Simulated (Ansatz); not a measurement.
I need a single point in a Gaussian basis of CH5NOSSi, SMILES C=N[SiH](O)S. Use Ansatz 0.2.0 through its Python package. Settings: B3LYP, def2-SVPD basis, multiplicity 1.

Input file `ch5nossi.xyz`:
```text
10

C    -1.01170    1.49840    0.52810
N    -1.12450    0.36830   -0.01320
Si    0.26130   -0.60710    0.11430
O    -0.10800   -2.06630   -0.44910
S     1.78780    0.15100   -1.18520
H    -0.18440    1.97940    1.04490
H    -1.91280    2.20790    0.45360
H     0.79860   -0.66390    1.52030
H    -0.99840   -1.99680   -0.91700
H     2.57520   -0.92230   -1.09370
```

`ch5nossi.py`
```python
"""Electronic structure of the CH5NOSSi molecule."""

from pathlib import Path

import ansatz as az
import numpy as np


def main() -> None:
    molecule = az.Crystal.molecule_from_extxyz("ch5nossi.xyz")

    job = molecule.calculation()
    job = job.basis(gaussian="def2-SVPD")
    job = job.functional("B3LYP")
    job = job.accuracy("medium")
    job = job.scf(lower_state_search="off")
    job = job.forces().orbitals()
    res = job.run(threads=1, runs_dir="runs")
    rep = res.report

    print("reference energy %16.6f eV" % rep["reference_energy_ev"])
    print("total energy     %16.6f eV" % rep["free_energy_ev"])
    print("occupied (up, down):", rep["n_occupied"], " virtual:", rep["n_virtual"], " frozen:", rep["n_frozen"])

    symbols = [site.symbol for site in molecule.cartesian_sites]
    print("forces (eV/A)")
    for symbol, f in zip(symbols, rep["forces_ev_ang"]):
        print(f"  {symbol:2s} {f[0]:9.4f} {f[1]:9.4f} {f[2]:9.4f}")

    charges = rep["charge_distribution"]
    print("dipole moment", round(4.803205 * float(np.linalg.norm(charges["dipole_moment_e_ang"])), 3), "D")
    print("Mulliken:", [(s, round(q, 3)) for s, q in zip(symbols, charges["mulliken_charges_e"])])

    lines = Path(rep["orbitals_path"]).read_text().splitlines()
    field_of = lambda key: [line.split("=")[1].strip() for line in lines if line.startswith(key)]
    orbitals = [(27.211386 * float(e), s, float(n)) for e, s, n in zip(field_of("Ene="), field_of("Spin="), field_of("Occup="))]
    homo = max(e for e, _, n in orbitals if n > 0.5)
    lumo = min(e for e, _, n in orbitals if n < 0.5)
    print(f"HOMO {homo:.3f} eV, LUMO {lumo:.3f} eV, gap {lumo - homo:.3f} eV")


if __name__ == "__main__":
    main()
```

`python ch5nossi.py` gives:
```text
reference energy    -23362.027458 eV
total energy        -23362.027458 eV
occupied (up, down): [28, 28]  virtual: [126, 126]  frozen: 0
forces (eV/A)
  C    -2.9833    2.1805   -0.4834
  N    -0.2322    0.5701    0.1329
  Si    2.2497    0.0412    0.9664
  O    -2.5274   -1.8140   -1.2842
  S     0.0828    1.0145   -0.3601
  H     0.8575   -0.2831    0.3145
  H     0.9149   -0.6325    0.1865
  H    -0.2155   -0.0923   -0.3071
  H     1.6189   -0.5312    0.7308
  H     0.2346   -0.4531    0.1035
dipole moment 1.895 D
Mulliken: [('C', 0.677), ('N', -0.255), ('Si', 0.777), ('O', -0.707), ('S', -0.569), ('H', -0.22), ('H', -0.25), ('H', 0.098), ('H', 0.241), ('H', 0.208)]
HOMO -7.138 eV, LUMO -1.922 eV, gap 5.216 eV
```

Reading the output:
- These settings explore the input space; basis and method may be short of convergence.
- The geometry is a force-field or estimated start, not a minimum of this method, and the basis set is short of its limit.
- b3lyp holds the VWN-RPA fit, as in Gaussian; the form of ORCA and Turbomole is b3lyp5.
- Levels such as HOMO and LUMO are orbital energies: with these approximate functionals they aren't the ionisation energy and electron affinity, and their gap isn't the fundamental gap.
- Mulliken charges are unreliable in a basis with diffuse functions.
- Wall time of the script: 6.8 s on 1 thread of Intel(R) Xeon(R) Platinum 8488C (Sapphire Rapids), with other jobs on the host, peak memory 0.45 GiB.

(Lines on the test bed's own set-up are left out of the output.)
